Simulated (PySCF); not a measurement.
# One shape, several levels: C2H9OPSi (SMILES C[Si](C)(O)P)

We compute a comparison of 6 runs (HF/cc-pVDZ, PBE0/6-31G*, B3LYP/6-31G*, B2PLYP/6-31G**, PBE0/def2-SVP, TPSS/cc-pVDZ) of C2H9OPSi. 

Program for the calculation: PySCF 2.14.0.

### Step 1. The system as given

The species is C2H9OPSi (14 atoms), meant as a singlet with charge 0. SMILES: `C[Si](C)(O)P`. The shape is that of a PBE0-D4/def2-TZVP optimisation. This is one conformer, not always the lowest.

Bond lengths: C1–Si2 1.869 Å, Si2–C3 1.867 Å, Si2–O4 1.657 Å, Si2–P5 2.255 Å, C1–H6 1.095 Å, C1–H7 1.092 Å, C1–H8 1.093 Å, C3–H9 1.094 Å, C3–H10 1.093 Å, C3–H11 1.092 Å, O4–H12 0.958 Å, P5–H13 1.423 Å, P5–H14 1.421 Å. Some angles: C1–Si2–C3 109.9°, C1–Si2–O4 110.2°, C1–Si2–P5 113.8°, C3–Si2–O4 111.4°, C3–Si2–P5 108.3°, O4–Si2–P5 103.2°, Si2–C1–H6 111.0°, Si2–C1–H7 111.1°, Si2–C1–H8 110.8°, Si2–C3–H9 110.9°.

### Step 2. Energy and gradient at HF/cc-pVDZ (run 1)

The input, calc.py:

```python
import pyscf.grad
from pyscf import gto

mol = gto.M(
    atom='''
C   -1.133300   1.146600  -0.047200
Si  -0.084700  -0.397500   0.052800
C    1.438600  -0.064500   1.080500
O   -0.971400  -1.650300   0.676900
P    0.573800  -1.184000  -1.955300
H   -1.445000   1.475100   0.949900
H   -2.030600   0.973800  -0.645600
H   -0.574000   1.966300  -0.505200
H    1.164800   0.267000   2.086800
H    2.054200   0.718400   0.629300
H    2.049000  -0.965400   1.175200
H   -1.509300  -1.469400   1.448700
H    1.128500   0.069400  -2.337100
H   -0.673400  -0.914500  -2.580800
''',
    spin=0,
    max_memory=1860,
    basis='cc-pvdz',
    charge=0,
    verbose=3,
)

myscf = mol.RHF()
myscf.conv_tol = 1e-10
myscf.kernel()
if not myscf.converged:
    myscf = myscf.newton().run(myscf.mo_coeff, myscf.mo_occ)

etot = myscf.e_tot
print('E = %.10f Eh' % etot)
grad = myscf.Gradients().kernel()
myscf.analyze()
```

The run is started by

```bash
$ OMP_NUM_THREADS=1 python calc.py
```

The program printed:

```text
converged SCF energy = -785.583262166966
[... 12 lines left out ...]
MO #3   energy= -20.5508612864201  occ= 2
[... 14 lines left out ...]
MO #18  energy= -0.719127031108898 occ= 2
[... 14 lines left out ...]
MO #33  energy= 0.197170878608224  occ= 0
[... 14 lines left out ...]
MO #48  energy= 0.549056362141071  occ= 0
[... 14 lines left out ...]
MO #63  energy= 0.864147498115219  occ= 0
[... 14 lines left out ...]
MO #78  energy= 1.31636394909973   occ= 0
[... 14 lines left out ...]
MO #93  energy= 1.86984598772025   occ= 0
[... 14 lines left out ...]
MO #108 energy= 2.3906738747465    occ= 0
[... 14 lines left out ...]
MO #123 energy= 4.06308866139749   occ= 0
[... 15 lines left out ...]
Dipole moment(X, Y, Z, Debye): -0.84863,  2.19576,  1.73477
```

Wall time 67 s (1 thread of Intel Xeon at 2.50GHz (Skylake/Cascade Lake), shared host); peak memory 0.34 GiB.

### Step 3. Energy and forces at PBE0/6-31G(d) (spherical functions) (run 2)

The input, calc.py:

```python
from pyscf import gto, dft

molecule = gto.M(
    atom='''
C       -1.133300       1.146600      -0.047200
Si      -0.084700      -0.397500       0.052800
C        1.438600      -0.064500       1.080500
O       -0.971400      -1.650300       0.676900
P        0.573800      -1.184000      -1.955300
H       -1.445000       1.475100       0.949900
H       -2.030600       0.973800      -0.645600
H       -0.574000       1.966300      -0.505200
H        1.164800       0.267000       2.086800
H        2.054200       0.718400       0.629300
H        2.049000      -0.965400       1.175200
H       -1.509300      -1.469400       1.448700
H        1.128500       0.069400      -2.337100
H       -0.673400      -0.914500      -2.580800
''',
    max_memory=1860,
    basis='6-31g*',
    verbose=4,
)

myscf = dft.RKS(molecule, xc='pbe0')
myscf.conv_tol = 1e-10
myscf.grids.level = 5
myscf.kernel()
if not myscf.converged:
    myscf = myscf.newton().run(myscf.mo_coeff, myscf.mo_occ)

etot = myscf.e_tot
print('E = %.10f Eh' % etot)
grad = myscf.nuc_grad_method().kernel()
dip = myscf.dip_moment()
pop, q = myscf.mulliken_pop()
```

The run is started by

```bash
$ OMP_NUM_THREADS=1 python calc.py
```

The program printed:

```text
PySCF version 2.14.0

[... 81 lines left out ...]
converged SCF energy = -787.28557017326
[... 13 lines left out ...]
Dipole moment(X, Y, Z, Debye): -0.97565,  2.38450,  1.80709
[... 111 lines left out ...]
charge of   13H =      0.03751
```

It took 2 min on 1 thread of Intel Xeon at 2.50GHz (Skylake/Cascade Lake), shared host; peak memory 0.95 GiB.

Runs 3 to 5 aren't shown in full; the table further down has their settings and results.

### Step 4. Energy and forces at TPSS/cc-pVDZ (run 6)

The input, calc.py:

```python
import pyscf.grad
from pyscf import gto, dft

mol = gto.M(
    atom='''
C     -1.133300     1.146600    -0.047200
Si    -0.084700    -0.397500     0.052800
C      1.438600    -0.064500     1.080500
O     -0.971400    -1.650300     0.676900
P      0.573800    -1.184000    -1.955300
H     -1.445000     1.475100     0.949900
H     -2.030600     0.973800    -0.645600
H     -0.574000     1.966300    -0.505200
H      1.164800     0.267000     2.086800
H      2.054200     0.718400     0.629300
H      2.049000    -0.965400     1.175200
H     -1.509300    -1.469400     1.448700
H      1.128500     0.069400    -2.337100
H     -0.673400    -0.914500    -2.580800
''',
    max_memory=1860,
    charge=0,
    verbose=4,
    basis='cc-pvdz',
)

mf = dft.RKS(mol, xc='tpss')
mf.grids.level = 5
mf.conv_tol = 1e-10
mf.kernel()
if not mf.converged:
    mf = mf.newton().run(mf.mo_coeff, mf.mo_occ)

e_tot = mf.e_tot
print('E(%s) = %.9f' % ('TPSS', e_tot))
grad = mf.Gradients().kernel()
dip = mf.dip_moment()
pop, q = mf.mulliken_pop()
```

The run is started by

```bash
$ OMP_NUM_THREADS=1 python calc.py
```

The program printed:

```text
PySCF version 2.14.0

[... 87 lines left out ...]
converged SCF energy = -787.831236593673
[... 13 lines left out ...]
Dipole moment(X, Y, Z, Debye): -0.86172,  1.92609,  1.64535
[... 138 lines left out ...]
charge of   13H =      0.01738
```

It took 4.1 min on 1 thread of Intel Xeon at 2.50GHz (Skylake/Cascade Lake), shared host; peak memory 1.3 GiB.

### Step 5. All runs side by side

```
run                                 level  integration grid  Cartesian functions  energy (Eh)  dipole moment (D)  HOMO energy (eV)  LUMO energy (eV)  wall time
  1                            HF/cc-pVDZ                 –                   no  -785.583262               2.92             -9.62              4.00       67 s
  2     PBE0/6-31G* (spherical functions)                 5                   no  -787.285570               3.15             -7.00              1.02      2 min
  3    B3LYP/6-31G* (Cartesian functions)                 5                  yes  -787.763944               3.04             -6.73              0.80    2.2 min
  4  B2PLYP/6-31G** (spherical functions)                 5                   no  -787.299838               3.07             -7.92              2.33       80 s
  5                         PBE0/def2-SVP                 5                   no  -787.020459               2.86             -7.06              0.93    2.5 min
  6                          TPSS/cc-pVDZ                 5                   no  -787.831237               2.68             -6.00              0.19    4.1 min
```

### Step 6. Outcome

| quantity | value |
| --- | --- |
| run 6: total energy | -787.83124 Eh |
| run 6: dipole moment | 2.68 D |
| run 6: HOMO energy | -6.00 eV |
| run 6: LUMO energy | 0.19 eV |
| run 6: HOMO–LUMO gap | 6.19 eV |
| run 6: largest force on an atom | 1.418 eV/Å |

**Reading.** The dipole moment (its size) runs from 2.68 D (TPSS/cc-pVDZ) to 3.15 D (PBE0/6-31G*). The two ends differ in method and basis. The HOMO–LUMO gap runs from 6.19 eV (TPSS/cc-pVDZ) to 13.61 eV (HF/cc-pVDZ). Exact exchange widens orbital gaps. Totals of different functionals can't be ranked against each other. All runs together took 13 min, the longest 4.1 min.
